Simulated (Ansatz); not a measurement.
# Ti2O: the cost of one run

Method: DFT PBEsol, scalar-relativistic, plane waves, PAW, in Ansatz 0.2.0.

1 further run of the same task is left out (set aside as unsound or not needed).

### 1 The structure to begin with

Symmetry: P-3m1, No. 164, trigonal system. The conventional cell has a = 2.979 Å, b = 2.979 Å, c = 4.805 Å, α = 90.00°, β = 90.00°, γ = 120.00°. Ti (site symmetry 3m) is surrounded by 3 O at 2.14 Å. O (site symmetry -3m) has 6 Ti at 2.14 Å as nearest neighbours.

As a file:

```
Ti O
1.0
     2.97897    0.00000    0.00000
    -1.48949    2.57986    0.00000
     0.00000    0.00000    4.80530
Ti O
2 1
Cartesian
  1.4895 0.8600 1.2790
  0.0000 1.7199 3.5263
  0.0000 0.0000 0.0000
```

It is the result of an earlier relaxation at this level (volume 12.31 Å³/atom; gap on the mesh: none (metal)).

### 2 Relaxing with PBEsol

input.yaml

```yaml
crystal:
  lattice:
    - [2.9789705319, 0.0, 0.0]
    - [-1.489485266, 2.5798641577, 0.0]
    - [0.0, 0.0, 4.8053027723]
  atoms:
    - { symbol: Ti, position: [0.6666666667, 0.3333333333, 0.2661701761] }
    - { symbol: Ti, position: [0.3333333333, 0.6666666667, 0.7338298239] }
    - { symbol: O, position: [0.0, 0.0, 0.0] }
basis:
  ecutwfc: 420
kpoints:
  mp_grid: { grid: [18, 18, 10] }
hamiltonian:
  xc: pbesol
scf:
  occupations: { method: gaussian, width: 0.1 }
output:
  forces: true
  stress: true
  eigenvalues: true
relax:
  adjacent_minimum: "off"
  f_tol: 0.005
  max_steps: 50
  cell: { stress_tol: 0.05 }
```

Run with:

```
$ ansatz run input.yaml --threads 1 --pin off --max-ram 2560MiB --backend cpu --events-out ev --progress --plain --runs-dir out
```

What time and memory should one allow on 1 thread of Intel Xeon at 2.70GHz, shared host?

About 2.5 min, with a peak of 0.53 GiB.
